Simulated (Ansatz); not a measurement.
# ZrS (triplet): from Hartree-Fock to the top rungs, def2-TZVPP

The task here is to estimate one member of a computed series from the others.

Computed with Ansatz 0.2.0, Gaussian basis. Level: def2-TZVPP, core rule «outside noble gas», up to 9 orbitals frozen.

The runs, in order: UHF; CCSD(T) on ROHF; CCSD(T) on UHF; CCSDT(Q) on ROHF; CCSDT(Q) on UHF.

13 further runs of the same task are left out: 8 for a known fault of the program, 1 that didn't finish, 4 set aside as unsound or not needed. Runs told in other sessions of the task aren't counted.

## What is computed

The geometry is a PBE0/def2-TZVP stationary point (not a proven minimum). No spin-orbit coupling is included. Elements past krypton take def2 core potentials.

2 atoms, charge 0, spin multiplicity 3.

Atoms are counted from 1 here; the program's logs count them from 0.

Bond lengths: Zr1–S2 2.183 Å.

The first run:

in.yaml reads:

```yaml
crystal:
  periodic: [false, false, false]
  atoms:
    - {symbol: Zr, position_ang: [0.000000, 0.000000, 0.000000]}
    - {symbol: S, position_ang: [0.000000, 0.000000, 2.182917]}
basis:
  gaussian: {orbitals: def2-TZVPP}
magnetization: {spin_polarized: true, initial_magnetization: 2}
hamiltonian: {xc: hf}
output: {orbitals: {seedname: orbitals}}
```

Run with:

```
> ansatz run in.yaml --threads 1 --pin off --events-out ev --progress --plain --max-ram 2816MiB --backend cpu
```

Among the steps run: UHF; CCSD(T) on ROHF; CCSD(T) on UHF; CCSDT(Q) on ROHF; CCSDT(Q) on UHF.

One table of the session follows, with a row left open; its other results are not shown here.

```
   method  from RCCSDT(Q) (kJ/mol)
     ROHF                   +730.8
      UHF                   +717.5
     RMP2                        ?
     UMP2                    +77.3
    RCCSD                    +56.0
    UCCSD                    +49.1
 RCCSD(T)                     +2.6
 UCCSD(T)                     -3.4
   RCCSDT                     +1.5
   UCCSDT                     -4.9
RCCSDT(Q)                        0
UCCSDT(Q)                     -9.3
```

Q: Estimate the row for RMP2 from the others.

**Answer.** from RCCSDT(Q) (kJ/mol): +83.2. In the column «from RCCSDT(Q) (kJ/mol)» it lies between UMP2 (+77.3) and UHF (+717.5).

With the free atoms at the same levels and basis (separate runs), the atomisation energy is 5.238 eV at RCCSDT(Q), 5.272 eV at RCCSD(T), 5.225 eV at UCCSD(T), 3.498 eV at ROHF.

To keep in mind: Restricted and unrestricted rows rest on different reference determinants; a gap between their highest levels can come from leftover correlation error, from unlike frozen cores or from another state.
